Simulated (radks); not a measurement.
**Si⁺ in [Ne] 3s1 3p1 4s1: an all-electron calculation**

The task here is to estimate one member of a computed series from the others.

The numbers are computed with radks (a radial shooting solver on a logarithmic mesh, Libxc functionals) version 1 (Dirac Kohn-Sham, BP86, spin-unpolarised, spherical densities, finite nucleus; open shells are shared between the two j in proportion to 2j + 1), except any that are marked as measured or tabulated.

## Starting point

```
element            : silicon (Z = 14)
charge             : +1
electrons          : 13
configuration      : [Ne] 3s1 3p1 4s1
nuclear rms radius : 3.1224 fm
```

Outer shells as boxes (Hund's rule):

Si⁺
```
[Ne] core
3s [↑ ]
3p [↑ ][  ][  ]
4s [↑ ]
```

Set-up of the first run:

The run's settings:

```text
Z 14
configuration [Ne] 3s1 3p1 4s1
relativity Dirac
functional b88,p86
spin unpolarised
j_filling average
nucleus finite rms 3.1224 fm
c 137.035999084
```

One table of the session follows, with a row left open; its other results are not shown here.

It belongs to the step «Shells». From the orbitals of this run (lengths in bohr):

```
level     <r>  outermost maximum (interpolated)  90 % within  nodes
1s1/2       ?                                 ?            ?      ?
2s1/2  0.5670                             0.454        0.893      1
2p1/2  0.5345                             0.386        0.898      0
2p3/2  0.5367                             0.388        0.901      0
3s1/2   1.964                              1.69         2.94      2
3p1/2   2.280                              1.91         3.49      1
3p3/2   2.285                              1.92         3.50      1
4s1/2   5.036                              4.68         7.21      3
```

Q: Estimate the row for 1s1/2 from the others.

The run gave: <r>: 0.1112; outermost maximum (interpolated): 0.0726; 90 % within: 0.199; nodes: 0. In the column «<r>» it is the lowest.
